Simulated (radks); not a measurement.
# Sn⁺ in [Kr] 4d9.5 5s2 5p1 4f0.5: an all-electron calculation

Wanted: eigenvalues, radial structure and energy terms of the tin ion Sn+.

Method: Dirac Kohn-Sham, PBEsol, spin-unpolarised, spherical densities, finite nucleus; open shells fill j = l - 1/2 first. Code: radks (a radial shooting solver on a logarithmic mesh, Libxc functionals) version 1.

### Step 1. The atom as given

| Quantity | Value |
| --- | --- |
| element | tin (Z = 50) |
| charge | +1 |
| electrons | 49 |
| configuration | [Kr] 4d9.5 5s2 5p1 4f0.5 |
| nuclear rms radius | 4.6519 fm |

### Step 2. The calculation

Settings of this run:

```text
Z 50
configuration [Kr] 4d9.5 5s2 5p1 4f0.5 6s0 5d0 6p0 5f0
relativity Dirac
functional pbe_sol,pbe_sol
spin unpolarised
j_filling energy
nucleus finite rms 4.6519 fm
c 137.035999084
```

What does the calculation give?

**Answer**, as computed:

| quantity | value |
| --- | --- |
| total energy | -6175.21310 hartree |
| exchange-correlation share of it | 2.62 % |
| −T/E | 1.0529 |
| highest occupied level | 4f5/2, -2.029 eV |
| most extended occupied level | 4f5/2, <r> = 10.2 bohr |
| radius at density 0.001 e/bohr³ | 4.06 bohr |
| maxima of the radial density | 5 |

**Reading.** 5 principal shells are occupied and 5 maxima appear in the radial density. Relativity lifts −T/E to 1.053. This is not the tabulated ground configuration, so its levels and sizes aren't those of the ground state, and no measured value stands beside it.
